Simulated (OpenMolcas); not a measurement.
**Ho³⁺ among point charges: CASSCF levels and susceptibility**

How does a field of 6 point charges split the states of Ho³⁺, and what χT follows?

The numbers are computed with OpenMolcas 26.06 (state-averaged CASSCF, spin-orbit coupling by RASSI with atomic mean-field integrals), except any that are marked as measured or tabulated.

## Step 1: The atom as given

- Species: Ho³⁺ (holmium, Z = 67, 64 electrons)
- Basis: ANO-RCC-VDZP [7s6p4d2f1g], 68 functions
- Scalar Hamiltonian: DKH2, point nucleus
- Inactive shells: 1s 2s 2p 3s 3p 3d 4s 4p 4d 5s 5p
- Active space: 10 electrons in 7 orbitals (4f)
- Some configurations of this space: 4f¹⁰
- Orbitals: optimised for the highest spin of each parity, averaged over all roots

Outer shells as boxes (Hund's rule):

4f10
```
4f [↑↓][↑↓][↑↓][↑ ][↑ ][↑ ][↑ ]
```

The ion sits among 6 point charges of -0.5 e arranged as a trigonal antiprism (D3d), 2.62 Å from the ion, with a polar angle of 61.3° against the regular 54.74°.

The work runs as a chain of OpenMolcas steps in one folder; each step below is one input file. Labels, J, g values, rates, χT and fits are worked out afterwards by a script from the matrices that RASSI stores. The input lists half of the charges; inversion (Group=XYZ) makes the rest.

## Step 2: GATEWAY and SEWARD: basis and integrals

a.inp reads:

```
&GATEWAY
Coord
1

Ho 0.0 0.0 0.0
Basis=ANO-RCC-VDZP
Group=XYZ
NoMove
AngMom=0.0 0.0 0.0
AMFI
XField
3 Angstrom 0
0.000000 2.298208 1.258030 -0.500000
1.990307 -1.149104 1.258030 -0.500000
1.990307 1.149104 -1.258030 -0.500000
&SEWARD
```

On the command line:

```bash
OMP_NUM_THREADS=1 MOLCAS_MEM=2252 MOLCAS_PROJECT=a pymolcas a.inp > a.log
```

## Step 3: CASSCF: quintets of even parity, 35 roots

a.inp reads:

```
&RASSCF
FileOrb=start.orb
Symmetry=1
Spin=5
nActEl=10 0 0
Inactive=15 12
Ras2=0 7
CIRoot=35 35 1
SDav=35
CIMx=300
Iter=120 100
PrWF=0.3
OrbListing=Nothing
MaxOrb=0
>>> COPY $Project.JobIph JOB001
```

start.orb holds the contracted functions of the basis, ordered by shell, or the orbitals of the step before.

## Step 4: Reference wave functions, triplets of even parity, 162 roots

a.inp reads:

```
&RASSCF
FileOrb=start.orb
Symmetry=1
Spin=3
nActEl=10 0 0
Inactive=15 12
Ras2=0 7
CIRoot=162 162 1
SDav=210
CIMx=300
Iter=120 100
PrWF=0.3
OrbListing=Nothing
MaxOrb=0
CIOnly
>>> COPY $Project.JobIph JOB002
```

## Step 5: Reference wave functions, singlets of even parity, 162 roots

a.inp reads:

```
&RASSCF
FileOrb=start.orb
Symmetry=1
Spin=1
nActEl=10 0 0
Inactive=15 12
Ras2=0 7
CIRoot=162 162 1
SDav=196
CIMx=300
Iter=120 100
PrWF=0.3
OrbListing=Nothing
MaxOrb=0
CIOnly
>>> COPY $Project.JobIph JOB003
```

## Step 6: RASSI: spin-orbit coupling between the states

a.inp reads:

```
&RASSI
NrOfJobIphs=3 30 106 31
1 2 3 4 5 6 7 8 9 10 11 12 13 14 15 16 17 18 19 20 21 22 23 24 25 26 27
28 29 30
1 2 3 4 5 6 7 8 9 10 11 12 13 14 15 16 17 18 19 20 21 22 23 24 25 26 27
28 29 30 31 32 33 34 35 36 37 38 39 40 41 42 43 44 45 46 47 48 49 50 51
52 53 54 55 56 57 58 59 60 61 62 63 64 65 66 67 68 69 70 71 72 73 74 75
76 77 78 79 80 81 82 83 84 85 86 87 88 89 90 91 92 93 94 95 96 97 98 99
100 101 102 103 104 105 106
1 2 3 4 5 6 7 8 9 10 11 12 13 14 15 16 17 18 19 20 21 22 23 24 25 26 27
28 29 30 31
IphNames
JOB001
JOB002
JOB003
EJob
SpinOrbit
DIPRint=1.0
SOCoupling=1000.0
Subsets=2
Property=9
'ANGMOM' 1 'ANGMOM' 2 'ANGMOM' 3 'MLTPL  1' 1 'MLTPL  1' 2 'MLTPL  1' 3
'AMFI' 1 'AMFI' 2 'AMFI' 3
SOProperty=3
'ANGMOM' 1 'ANGMOM' 2 'ANGMOM' 3
```

**Question.** What will these runs give? Wanted: spin-free ground state; first state of the same spin within the active space; lowest level; next level.

**Answer**, as computed:

```
                                            quantity                            value
                                              method                           CASSCF
                              spin-free ground state  5A1, 1-fold in its orbital part
first state of the same spin within the active space                  5E at 3.46 cm⁻¹
                                        lowest level                        1-fold A1
                                          next level                         1.2 cm⁻¹
                                         χT at 300 K                  13.93 cm³ K/mol
                           effective moment at 300 K                         10.55 μB
```

**Reading.** The spin-free ground state (5A1) comes to 100 % from free-ion I terms and keeps the highest spin of the shell. The triplets, singlets rest on orbitals optimised for another spin in at least one step, which raises them against the optimised states. Not all states of the active space went into the spin-orbit step. High states of lower spin are left out of the spin-orbit mixing, and CASSCF puts spin-flip levels too high. This is an electrostatic model: the charges have no orbitals.
